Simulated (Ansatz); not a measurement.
# ClH5InNOSi: a ladder of functionals and wavefunction methods

How much do the methods differ for ClH5InNOSi? The plan is to run it at one geometry with functionals of several rungs and with coupled cluster. The yardstick is the atomisation energy at the CCSD(T) limit.

Computed with Ansatz 0.2.0, Gaussian basis. Level: functionals in def2-TZVPP, the program's frozen cores in correlated methods.

Levels to be run: LDA (SPW92), PBE-D4, revPBE-D4, BLYP-D4, r2SCAN-D4, B97M-V, PBE0-D4, B3LYP-D4, r2SCANh-D4, r2SCAN0-D4, HSE06-D4, BHLYP-D4, CAM-B3LYP-D4, LC-ωPBE, ωB97X-V, ωB97M-V, B2PLYP, PBE-QIDH; CCSD(T)/def2-SVP; CCSD(T)/def2-TZVPP; MP2/def2-QZVPP; extrapolation to the limit; RPA on PBE.

## (1) The geometry

All runs share one geometry, relaxed beforehand with PBE0-D4 in a triple-zeta def2 set. In takes the def2 core potential; no spin-orbit term is included.

SMILES `[NH2][In]([Cl])[O][SiH3]`, 10 atoms, charge 0, spin multiplicity 1.

Atoms are counted from 1 here; the program's logs count them from 0.

Bond lengths: N1–In2 1.998 Å, N1–H6 1.010 Å, N1–H7 1.011 Å, In2–Cl3 2.313 Å, In2–O4 1.966 Å, O4–Si5 1.633 Å, Si5–H8 1.487 Å, Si5–H9 1.491 Å, Si5–H10 1.490 Å. Angles: In2–N1–H6 115.4°, In2–N1–H7 115.1°, H6–N1–H7 109.5°, N1–In2–Cl3 124.2°, N1–In2–O4 120.2°, Cl3–In2–O4 115.3°, In2–O4–Si5 135.8°, O4–Si5–H8 108.5°, O4–Si5–H9 111.5°, O4–Si5–H10 111.6°, H8–Si5–H9 108.7°, H8–Si5–H10 108.7°, H9–Si5–H10 107.9°.

## (2) LDA

This LDA is Slater exchange with PW92 correlation.

Contents of in.yaml:

```yaml
crystal:
  periodic: [false, false, false]
  atoms:
    - {symbol: N, position_ang: [-1.488776, 1.701661, 1.737441]}
    - {symbol: In, position_ang: [-0.039171, 0.977722, 0.568508]}
    - {symbol: Cl, position_ang: [1.844615, 2.167266, -0.053274]}
    - {symbol: O, position_ang: [-0.251697, -0.771704, -0.302038]}
    - {symbol: Si, position_ang: [0.598975, -1.652398, -1.382004]}
    - {symbol: H, position_ang: [-1.198595, 2.402335, 2.404897]}
    - {symbol: H, position_ang: [-2.051975, 1.004233, 2.204222]}
    - {symbol: H, position_ang: [-0.156225, -2.900342, -1.671568]}
    - {symbol: H, position_ang: [1.941418, -2.020152, -0.848762]}
    - {symbol: H, position_ang: [0.801441, -0.908610, -2.657402]}
basis:
  gaussian: {orbitals: def2-TZVPP}
hamiltonian: {xc: lda}
output: {orbitals: {seedname: orbitals}}
```

The runs that follow: PBE-D4 (GGA); revPBE-D4 (GGA); BLYP-D4 (GGA); r2SCAN-D4 (meta-GGA); B97M-V (meta-GGA); PBE0-D4 (hybrid); B3LYP-D4 (hybrid); r2SCANh-D4 (hybrid); r2SCAN0-D4 (hybrid); HSE06-D4 (hybrid); BHLYP-D4 (hybrid); CAM-B3LYP-D4 (range-separated); LC-ωPBE (range-separated); ωB97X-V (range-separated); ωB97M-V (range-separated); B2PLYP (double hybrid); PBE-QIDH (double hybrid); CCSD(T) in def2-SVP; CCSD(T) in def2-TZVPP; MP2 in def2-QZVPP; RPA on PBE orbitals.

Q: Predict the results of all the runs planned. Wanted: atomisation energy, CCSD(T)/CBS; farthest beyond LDA; mean size of error, GGA; mean size of error, meta-GGA; mean size of error, hybrid; mean size of error, range-separated; mean size of error, double hybrid; gap, smallest and largest; T1 diagnostic.

As calculated:

```
                               quantity                                           value
        atomisation energy, CCSD(T)/CBS                                   3139.8 kJ/mol
 functionals within 31.4 kJ/mol (1.0 %)  PBE-D4, B97M-V, CAM-B3LYP-D4, ωB97X-V, ωB97M-V
                    farthest beyond LDA                        BHLYP-D4 (-140.8 kJ/mol)
                mean size of error, GGA                                     64.5 kJ/mol
           mean size of error, meta-GGA                                     30.8 kJ/mol
             mean size of error, hybrid                                     86.6 kJ/mol
    mean size of error, range-separated                                     25.3 kJ/mol
      mean size of error, double hybrid                                     79.3 kJ/mol
              gap, smallest and largest       3.70 eV (LDA (SPW92)), 11.16 eV (LC-ωPBE)
                          T1 diagnostic                                          0.0143
triples share of the correlation energy                                           3.6 %
```

In words: The LDA atomisation energy is off by 395.9 kJ/mol (13 %): it overbinds. PBE-D4 is off by -21.4 kJ/mol. Double hybrids carry the basis error of their MP2 part in triple zeta, and no dispersion term here, so their miss is partly the set-up's. The rungs range-separated, meta-GGA miss on average by less than the doubt on the reference (31.4 kJ/mol), so they tie. Misses under about 31.4 kJ/mol are within the doubt on the reference itself, which lacks core-valence correlation, spin-orbit coupling and higher excitations, and its outer-core shells are covered unevenly. All levels share the lack of spin-orbit coupling, which lowers the free heavy atoms and so the true binding. Hartree-Fock recovers 69 % of the binding; the rest is correlation. CCSD(T) in def2-SVP is off by -293.3 kJ/mol, so the small basis spoils what the method gains. Orbital gaps span 3.7 to 11.2 eV; exact exchange widens them. Correlated methods include outer-core shells of In, which these sets cover unevenly.
